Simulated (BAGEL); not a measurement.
# [GaF4]− (SMILES [F][Ga-]([F])([F])[F]) at HF/def2-SVP (density fitting with qzvpp-jkfit)

What is the energy change on altering one bond length of [GaF4]− at HF/def2-SVP (density fitting with qzvpp-jkfit)? 

The results are computed with BAGEL 1.2.2.

6 further runs of the same task are left out: 5 that didn't finish, 1 set aside as unsound or not needed.

## (1) The molecule

The species is [GaF4]− (5 atoms), meant as a singlet with charge -1. As SMILES, `[F][Ga-]([F])([F])[F]`. Geometry: a GFN2-xTB relaxation, a rough one for these elements and not checked as a minimum.

Bond lengths: Ga1–F2 1.766 Å, Ga1–F3 1.764 Å, Ga1–F4 1.765 Å, Ga1–F5 1.764 Å. Angles: F2–Ga1–F3 109.3°, F2–Ga1–F4 109.6°, F2–Ga1–F5 109.5°, F3–Ga1–F4 109.5°, F3–Ga1–F5 109.6°, F4–Ga1–F5 109.3°.

## (2) A single-point energy at HF/def2-SVP (density fitting with qzvpp-jkfit)

Contents of calc.json:

```json
{ "bagel": [

{
  "title": "molecule",
  "basis": "svp",
  "df_basis": "qzvpp-jkfit",
  "angstrom": "true",
  "geometry": [
    { "atom": "Ga", "xyz": [    0.000160,   -0.000130,   -0.000070 ] },
    { "atom": "F", "xyz": [    0.013270,   -0.019080,    1.765320 ] },
    { "atom": "F", "xyz": [    1.660890,    0.011250,   -0.595480 ] },
    { "atom": "F", "xyz": [   -0.840540,    1.443030,   -0.571690 ] },
    { "atom": "F", "xyz": [   -0.833770,   -1.435070,   -0.598070 ] }
  ]
},
{
  "title": "hf",
  "charge": -1
},
{
  "title": "print",
  "file": "orbitals.molden",
  "orbitals": "true"
}

]}
```

Run with:

```sh
$ BAGEL_NUM_THREADS=1 BAGEL calc.json > calc.out
```

The log of the run:

```text
* using 1 threads per process

  ===============================================================
  ===============================================================

  *** Geometry ***

  { "atom" : "Ga", "xyz" : [      0.000302,     -0.000246,     -0.000132 ] },
  { "atom" : "F", "xyz" : [      0.025077,     -0.036056,      3.335971 ] },
  { "atom" : "F", "xyz" : [      3.138627,      0.021259,     -1.125294 ] },
  { "atom" : "F", "xyz" : [     -1.588390,      2.726931,     -1.080338 ] },
  { "atom" : "F", "xyz" : [     -1.575597,     -2.711889,     -1.130189 ] },

  Number of auxiliary basis functions:      574

  Since a DF basis is specified, we compute 2- and 3-index integrals:
    o Being stored without compression. Storage requirement is 0.036 GB

  Number of basis functions:       88
  Number of electrons      :       67

    * METHOD: MOLECULE                             0.28

  *** RHF ***

  === Nuclear Repulsion ===
   423.8726233574

      * DIIS with orbital gradients will be used.

  === RHF iteration (svp) ===
      0      -2320.28216455          0.02600290           0.14
      1      -2320.52932006          0.01736774           0.14
      2      -2320.69702758          0.00081597           0.13
      3      -2320.69739585          0.00029263           0.14
      4      -2320.69745557          0.00001975           0.14
      5      -2320.69745621          0.00000367           0.13
      6      -2320.69745623          0.00000063           0.13
      7      -2320.69745623          0.00000018           0.13
      8      -2320.69745623          0.00000005           0.13
      9      -2320.69745623          0.00000001           0.13
    * SCF iteration converged.

    * Permanent dipole moment:
           (   -0.001033,     0.001152,     0.000866) a.u.

    * METHOD: HF                                   1.61

    * METHOD: PRINT                                0.01

  ===============================================================
```

Run time: 2.1 s. Hardware: 1 thread of Arm Neoverse V2, shared host; peak memory 0.15 GiB.

## (3) The distorted shape

Contents of job.json:

```json
{ "bagel" : [

{
  "title" : "molecule",
  "basis" : "svp",
  "df_basis" : "qzvpp-jkfit",
  "angstrom" : true,
  "geometry" : [
    { "atom" : "Ga", "xyz" : [   -0.015572,    0.022610,   -2.118549 ] },
    { "atom" : "F", "xyz" : [    0.013270,   -0.019080,    1.765320 ] },
    { "atom" : "F", "xyz" : [    1.645158,    0.033990,   -2.713959 ] },
    { "atom" : "F", "xyz" : [   -0.856272,    1.465770,   -2.690169 ] },
    { "atom" : "F", "xyz" : [   -0.849502,   -1.412330,   -2.716549 ] }
  ]
},
{ "title" : "hf", "charge" : -1 },
{ "title" : "print", "file" : "orbitals.molden", "orbitals" : true }

]}
```

Run with:

```sh
$ BAGEL_NUM_THREADS=1 BAGEL job.json > job.out
```

The log of the run:

```text
* using 1 threads per process

  ===============================================================
  ===============================================================

  *** Geometry ***

  { "atom" : "Ga", "xyz" : [     -0.029427,      0.042727,     -4.003477 ] },
  { "atom" : "F", "xyz" : [      0.025077,     -0.036056,      3.335971 ] },
  { "atom" : "F", "xyz" : [      3.108898,      0.064232,     -5.128639 ] },
  { "atom" : "F", "xyz" : [     -1.618120,      2.769904,     -5.083683 ] },
  { "atom" : "F", "xyz" : [     -1.605326,     -2.668917,     -5.133534 ] },

  Number of auxiliary basis functions:      574

  Since a DF basis is specified, we compute 2- and 3-index integrals:
    o Being stored without compression. Storage requirement is 0.036 GB

  Number of basis functions:       88
  Number of electrons      :       67

    * METHOD: MOLECULE                             0.28

  *** RHF ***

  === Nuclear Repulsion ===
   360.5952683309

      * DIIS with orbital gradients will be used.

  === RHF iteration (svp) ===
      0      -2319.99721721          0.02678959           0.13
      1      -2320.17438911          0.02179127           0.13
      2      -2320.49262467          0.00235459           0.13
      3      -2320.49694730          0.00067505           0.13
      4      -2320.49743362          0.00014491           0.13
      5      -2320.49749242          0.00006387           0.13
      6      -2320.49750514          0.00003153           0.13
      7      -2320.49750843          0.00000741           0.13
      8      -2320.49750861          0.00000150           0.13
      9      -2320.49750861          0.00000040           0.13
     10      -2320.49750861          0.00000019           0.13
     11      -2320.49750861          0.00000006           0.13
     12      -2320.49750861          0.00000002           0.13
     13      -2320.49750861          0.00000001           0.13
    * SCF iteration converged.

    * Permanent dipole moment:
           (    0.028913,    -0.042688,     4.096356) a.u.

    * METHOD: HF                                   2.09

    * METHOD: PRINT                                0.01

  ===============================================================
```

Run time: 2.5 s. Hardware: 1 thread of Arm Neoverse V2, shared host; peak memory 0.15 GiB.

## (4) Results

Level: HF/def2-SVP (density fitting with qzvpp-jkfit).

| quantity | value |
| --- | --- |
| first shape: total energy | -2320.69746 Eh |
| first shape: HOMO energy | -10.66 eV |
| first shape: LUMO energy | 8.63 eV |
| first shape: HOMO–LUMO gap (to an unbound level, set by the basis) | 19.30 eV |
| distorted shape: total energy | -2320.49751 Eh |
| distorted shape: HOMO energy | -4.52 eV |
| distorted shape: LUMO energy | 3.11 eV |
| distorted shape: HOMO–LUMO gap (to an unbound level, set by the basis) | 7.63 eV |
| energy change with the Ga1–F2 bond stretched from 1.766 to 3.884 Å | 5.441 eV |

In words: With the Ga1–F2 bond stretched from 1.766 to 3.884 Å the energy rises by 5.44 eV (125 kcal/mol). The first shape isn't relaxed at this level, so the change isn't measured from a minimum.
